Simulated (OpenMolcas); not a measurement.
# Pt⁶⁺ among point charges: CASSCF and CASPT2 levels and susceptibility

Aim: the splitting of the states of Pt⁶⁺ in the field of 6 point charges, its lowest levels with spin-orbit coupling and its magnetic susceptibility.

Program: OpenMolcas 26.06. Level of theory: state-averaged CASSCF and CASPT2, spin-orbit coupling by RASSI with atomic mean-field integrals. These are calculated values, not measurements, unless marked.

### Step 1. Starting point

* Species: Pt⁶⁺ (platinum, Z = 78, 72 electrons)
* Basis: ANO-RCC-VDZP [7s6p4d2f], 59 functions
* Scalar Hamiltonian: DKH2, point nucleus
* Inactive shells: 1s 2s 2p 3s 3p 3d 4s 4p 4d 4f 5s 5p
* Active space: 4 electrons in 5 orbitals (5d)
* Some configurations of this space: 5d⁴
* Orbitals: optimised for each spin and parity, averaged over all roots

Outer shells as boxes (Hund's rule):

5d4
```
5d [↑ ][↑ ][↑ ][↑ ][  ]
```

The ion sits among 6 point charges of -1.2 e arranged as a trigonal antiprism (D3d), 2.17 Å from the ion, with a polar angle of 63.0° against the regular 54.74°.

The work runs as a chain of OpenMolcas steps in one folder; each step below is one input file. Labels, J, g values, rates, χT and fits are worked out afterwards by a script from the matrices that RASSI stores. The input lists half of the charges; inversion (Group=XYZ) makes the rest.

### Step 2. GATEWAY and SEWARD: basis and integrals

File a.inp:

```
&GATEWAY
Coord
1

Pt 0.0 0.0 0.0
Basis=ANO-RCC-VDZP
Group=XYZ
NoMove
AngMom=0.0 0.0 0.0
AMFI
XField
3 Angstrom 0
0.000000 1.932554 0.986983 -1.200000
1.673641 -0.966277 0.986983 -1.200000
1.673641 0.966277 -0.986983 -1.200000
&SEWARD
```

Launch:

```bash
> OMP_NUM_THREADS=1 MOLCAS_MEM=1689 MOLCAS_PROJECT=a pymolcas a.inp > a.log
```

### Step 3. CASSCF: quintets of even parity, 5 roots

File a.inp:

```
&RASSCF
FileOrb=start.orb
Symmetry=1
Spin=5
nActEl=4 0 0
Inactive=15 19
Ras2=5 0
CIRoot=5 5 1
SDav=5
CIMx=300
Iter=120 100
PrWF=0.3
OrbListing=Nothing
MaxOrb=0
>>> COPY $Project.JobIph JOB001
```

start.orb holds the contracted functions of the basis, ordered by shell, or the orbitals of the step before.

### Step 4. CASSCF: triplets of even parity, 45 roots

File a.inp:

```
&RASSCF
FileOrb=start.orb
Symmetry=1
Spin=3
nActEl=4 0 0
Inactive=15 19
Ras2=5 0
CIRoot=45 45 1
SDav=45
CIMx=300
Iter=120 100
PrWF=0.3
OrbListing=Nothing
MaxOrb=0
>>> COPY $Project.JobIph JOB002
```

### Step 5. CASSCF: singlets of even parity, 50 roots

File a.inp:

```
&RASSCF
FileOrb=start.orb
Symmetry=1
Spin=1
nActEl=4 0 0
Inactive=15 19
Ras2=5 0
CIRoot=50 50 1
SDav=50
CIMx=300
Iter=120 100
PrWF=0.3
OrbListing=Nothing
MaxOrb=0
>>> COPY $Project.JobIph JOB003
```

### Step 6. State interaction with spin-orbit coupling

File a.inp:

```
&RASSI
NrOfJobIphs=3 5 45 50
1 2 3 4 5
1 2 3 4 5 6 7 8 9 10 11 12 13 14 15 16 17 18 19 20 21 22 23 24 25 26 27
28 29 30 31 32 33 34 35 36 37 38 39 40 41 42 43 44 45
1 2 3 4 5 6 7 8 9 10 11 12 13 14 15 16 17 18 19 20 21 22 23 24 25 26 27
28 29 30 31 32 33 34 35 36 37 38 39 40 41 42 43 44 45 46 47 48 49 50
IphNames
JOB001
JOB002
JOB003
EJob
SpinOrbit
DIPRint=1.0
SOCoupling=1000.0
Subsets=2
Property=9
'ANGMOM' 1 'ANGMOM' 2 'ANGMOM' 3 'MLTPL  1' 1 'MLTPL  1' 2 'MLTPL  1' 3
'AMFI' 1 'AMFI' 2 'AMFI' 3
SOProperty=3
'ANGMOM' 1 'ANGMOM' 2 'ANGMOM' 3
```

### Step 7. CASPT2: IPEA 0.25, imaginary shift 0.1 (closed shells correlated: 5s 5p)

File a.inp:

```
>>> COPY JOB001 $Project.JobIph
&CASPT2
Multistate=5 1 2 3 4 5
NoMult
Frozen=14 16
IPEA=0.25
Imaginary=0.1
MaxIter=60
WThr=0.0 0.3 0.05
PrWF=0.5
NoMix
>>> COPY JOB002 $Project.JobIph
&CASPT2
Multistate=45 1 2 3 4 5 6 7 8 9 10 11 12 13 14 15 16 17 18 19 20 21 22
23 24 25 26 27 28 29 30 31 32 33 34 35 36 37 38 39 40 41 42 43 44 45
NoMult
Frozen=14 16
IPEA=0.25
Imaginary=0.1
MaxIter=60
WThr=0.0 0.3 0.05
PrWF=0.5
NoMix
>>> COPY JOB003 $Project.JobIph
&CASPT2
Multistate=50 1 2 3 4 5 6 7 8 9 10 11 12 13 14 15 16 17 18 19 20 21 22
23 24 25 26 27 28 29 30 31 32 33 34 35 36 37 38 39 40 41 42 43 44 45 46
47 48 49 50
NoMult
Frozen=14 16
IPEA=0.25
Imaginary=0.1
MaxIter=60
WThr=0.0 0.3 0.05
PrWF=0.5
NoMix
```

(Steps that only read results are left out.)

Before running it: what results should come out? Wanted: spin-free ground state; first state of the same spin within the active space; lowest level; next level.

As calculated:

| quantity | value |
| --- | --- |
| method | SS-CASPT2, IPEA 0.25, imaginary shift 0.1 (closed shells correlated: 5s 5p) |
| spin-free ground state | 5E, 2-fold in its orbital part |
| first state of the same spin within the active space | 5E at 4000 cm⁻¹ |
| lowest level | 1-fold A1 |
| next level | 6563.5 cm⁻¹ |
| χT at 300 K | 0.03 cm³ K/mol |
| effective moment at 300 K | 0.50 μB |

Cost by method:

| method | time of its own steps | time with the reference |
| --- | --- | --- |
| A. CASSCF | 34 s | 34 s |
| B. SS-CASPT2, IPEA 0.25, imaginary shift 0.1, +5s 5p | 10 s | 44 s |

Times are of one thread on a shared host.

What this shows: The spin-free ground state (5E) comes to 100 % from free-ion D terms and keeps the highest spin of the shell. χT at 300 K is 0.03, against 3.01 cm³ K/mol for the spin alone, so spin-orbit coupling lowers it. An active space of the d shell alone favours high spin; real ions in strong fields can be low spin. CASPT2 does not keep the components of a term degenerate, and the means are used. The field of point charges can differ much from that of real complexes. With metal d orbitals alone active, the gaps between spin states are rough; where two lie within a few thousand cm-1, their order is open. Point charges carry no covalency, so the field is a model and not that of real ligands.
